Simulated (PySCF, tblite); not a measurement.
# C₆H₈F radical: geometry, infrared bands and EPR parameters

Aim: predict the infrared bands and EPR parameters of C₆H₈F radical (`[CH2]C1=C(CF)CC1`).

Programs: tblite 0.8.0 and PySCF 2.14.0, with density-fitted response routines of our own. Each step states its level of theory. These are calculated values for one molecule in the gas phase, unless marked as measured. Atoms count from 0, in the outputs and in this text.

## (1) Starting geometry

15 atoms, charge 0, multiplicity 2; geometry from: force field or distance geometry start.

Bonds of the start (Å): C0–C1 1.52, C1–C2 1.37, C2–C3 1.55, C3–F4 1.37, C2–C5 1.51, C5–C6 1.53, C6–C1 1.51, C0–H7 1.08, C0–H8 1.08, C3–H9 1.09, C3–H10 1.09, C5–H11 1.10, C5–H12 1.11, C6–H13 1.10, C6–H14 1.10.

## (2) Relaxing the molecule with GFN2-xTB

What the job is given:

```
{"job": {"kind": "relax", "xc": "GFN2-xTB", "basis": "xTB"}, "charge": 0, "multiplicity": 2}
C     -1.127200     0.828400    -1.741900
C     -0.634800     0.035500    -0.539900
C      0.477200     0.117400     0.248300
C      1.704200     1.060400     0.267300
F      2.534500     0.695100     1.299900
C      0.054000    -1.053800     1.110600
C     -1.193100    -1.148700     0.220900
H     -2.069000     0.564200    -2.202400
H     -0.554900     1.658700    -2.127900
H      1.398500     2.090200     0.439500
H      2.263400     0.979400    -0.661100
H      0.709300    -1.934400     1.074600
H     -0.153400    -0.822700     2.174500
H     -1.272100    -2.089300    -0.340400
H     -2.141100    -0.972400     0.756000
```

Started as:

```console
$ OMP_NUM_THREADS=1 python probes_run.py task.json out
```

The driver reads the jobs from task.json and runs them one after another.

**Question.** This job is followed by: GFN2-xTB harmonic vibrations, gas phase; UKS B3LYP, pcH-1 on C F H, non-relativistic, mean-field spin-orbit, GIAO. What will the session give for the following? strongest single infrared mode (GFN2-xTB); zero-point energy (GFN2-xTB); g(iso) (B3LYP); ⟨S²⟩; largest a(iso) (averaged by class); potential on the surface of density 0.002 e/bohr³, 1st and 99th percentile.

As calculated:

| quantity | value |
| --- | --- |
| strongest single infrared mode (GFN2-xTB) | 1036 cm⁻¹, 68 km/mol |
| zero-point energy (GFN2-xTB) | 74.6 kcal/mol |
| g(iso) (B3LYP) | 2.00260 |
| ⟨S²⟩ | 0.775 (exact 0.75) |
| largest a(iso) (averaged by class) | 1H on H11, H12, 80.7 MHz |
| potential on the surface of density 0.002 e/bohr³, 1st and 99th percentile | -1.03 V and 0.92 V |

**Reading.** Relaxing lowered the energy by 0.566 eV in 27 steps; the close pair that moved most is C0–C1, from 1.522 to 1.356 Å. The lowest mode is imaginary (29i cm⁻¹), so the xTB geometry is not a minimum: the zero-point energy counts the real modes alone, and all values at this geometry belong to a saddle point. The strongest single mode, at 1036 cm⁻¹, is carried by C3, F4, C6. GFN2-xTB is a fitted tight-binding method: band positions and strengths are rough. Its intensities can rank the bands wrongly. The largest spin populations lie on C2 (0.65 e), C0 (0.63 e). The isotropic g lies 0.3 ppt above the free-electron value. These values are for one conformer; the search (at its own cheap level) found 1 more, at 0.10 kcal/mol, and measured spectra average over such forms.
